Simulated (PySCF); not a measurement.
**A diatomic session: RbPb**

The task here is to estimate one member of a computed series from the others.

Program: PySCF 2.14.0. Level of theory: Rb def2-SVPD with ECP28, Pb def2-SVPD with ECP60, scalar-relativistic core potentials. These are calculated values, not measurements.

The first run:

The job is set up so:

```yaml
atoms: Rb, Pb
charge: 0
basis: Rb def2-SVPD with ECP28, Pb def2-SVPD with ECP60
Hamiltonian: scalar-relativistic core potentials
basis_functions: 59
electrons_treated: 31
masses_in_u: 84.9118, 207.9766
levels: PBE0, PBE, r²SCAN, BP86, TPSS, TPSSh, HSE06, HF, MP2, SCS-MP2
grid: 80 radial by 434 angular points
occupations: held fixed by the projection of orbital angular momentum
dissociation_limit: Rb + Pb, each in its ground configuration
starting_distance_in_angstrom: 3.455
values_of_2S_to_try: 1, 3
```

Command:

```
$ OMP_NUM_THREADS=1 python dia.py task.json out
```

Steps of the session up to this table: Set-up; PBE0 along the bond; Higher solutions at PBE0; PBE (GGA); r²SCAN (meta-GGA); BP86 (GGA); TPSS (meta-GGA); TPSSh; HSE06 (range-separated hybrid); UHF (mean field).

One table of the session follows, with a row left open; its other results are not shown here.

```
      level  Re (Å)  ωe (cm⁻¹)  De (eV)   μ (D)
        UHF       ?          ?        ?       ?
    UHF-MP2   3.516       88.8     1.14     n/a
UHF-SCS-MP2   3.526       88.4     1.02     n/a
        PBE   3.506       83.0     1.18   -8.71
       BP86   3.509       83.1     1.17   -8.97
       TPSS   3.513       83.7     1.26   -9.38
     r²SCAN   3.492       87.8     1.36  -10.13
      TPSSh   3.504       85.2     1.26   -9.68
       PBE0   3.485       87.1     1.19   -9.67
      HSE06   3.493       85.9     1.19   -9.50
```

**Question.** Estimate the row for UHF.

**Answer.** Re (Å): 3.597; ωe (cm⁻¹): 84.4; De (eV): 0.87; μ (D): -11.83. In the column «Re (Å)» it is the highest.

De is counted to Rb + Pb in their ground configurations.
